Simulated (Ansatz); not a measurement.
# H6N2O2Zr: the cost of one run

Program: Ansatz 0.2.0, Gaussian basis. Level of theory: the settings change from run to run. These are calculated values, not measurements.

### Step 1. The molecule

The geometry comes from an earlier relaxation with PBE0-D4 in a triple-zeta def2 set; it is a stationary point, not always the lowest conformer. Zr takes a core potential in def2 sets; no spin-orbit term is included.

SMILES `[NH2][Zr]([NH2])([OH])[OH]`, 11 atoms, charge 0, spin multiplicity 1.

Atoms are counted from 1 here; the program's logs count them from 0.

Bond lengths: N1–Zr2 2.046 Å, N1–H6 1.010 Å, N1–H7 1.011 Å, Zr2–N3 2.045 Å, Zr2–O4 1.942 Å, Zr2–O5 1.937 Å, N3–H8 1.011 Å, N3–H9 1.011 Å, O4–H10 0.954 Å, O5–H11 0.952 Å. Angles: Zr2–N1–H6 125.7°, Zr2–N1–H7 125.4°, H6–N1–H7 108.7°, N1–Zr2–N3 107.1°, N1–Zr2–O4 111.9°, N1–Zr2–O5 106.0°, N3–Zr2–O4 105.0°, N3–Zr2–O5 113.5°, O4–Zr2–O5 113.3°, Zr2–N3–H8 124.6°, Zr2–N3–H9 126.4°, H8–N3–H9 108.7°, Zr2–O4–H10 147.7°, Zr2–O5–H11 158.7°.

### Step 2. revPBE0/cc-pVTZ-DK

Set apart from the defaults: a point charge of 0.50 e beside it, D3(BJ) dispersion, the search for lower states set to full.

The input, in.yaml:

```yaml
crystal:
  periodic: [false, false, false]
  atoms:
    - {symbol: N, position_ang: [-1.621683, 0.371603, 0.838968]}
    - {symbol: Zr, position_ang: [0.029675, -0.029157, -0.300554]}
    - {symbol: N, position_ang: [1.569164, -0.421596, 0.986713]}
    - {symbol: O, position_ang: [0.603886, 1.524534, -1.314535]}
    - {symbol: O, position_ang: [-0.447518, -1.538347, -1.417890]}
    - {symbol: H, position_ang: [-1.613220, 0.745268, 1.777300]}
    - {symbol: H, position_ang: [-2.576086, 0.161628, 0.581734]}
    - {symbol: H, position_ang: [2.391999, 0.155886, 1.090137]}
    - {symbol: H, position_ang: [1.692592, -1.261656, 1.534762]}
    - {symbol: H, position_ang: [0.414324, 2.412561, -1.605541]}
    - {symbol: H, position_ang: [-0.443133, -2.120705, -2.171094]}
basis:
  gaussian: {orbitals: cc-pVTZ-DK, point_charges: [{charge: 0.50, position_ang: [6.242, -0.827, 0.481]}]}
hamiltonian: {xc: {name: revPBE0}, dispersion: d3bj}
scf: {lower_state_search: full}
```

The run is started by

```bash
> ansatz run in.yaml --threads 4 --pin off --events-out ev --progress --plain --max-ram 10444MiB
```

What time and memory should one allow on 4 threads of Arm Neoverse V2, shared host?

About 15 s, with a peak of 1.1 GiB.
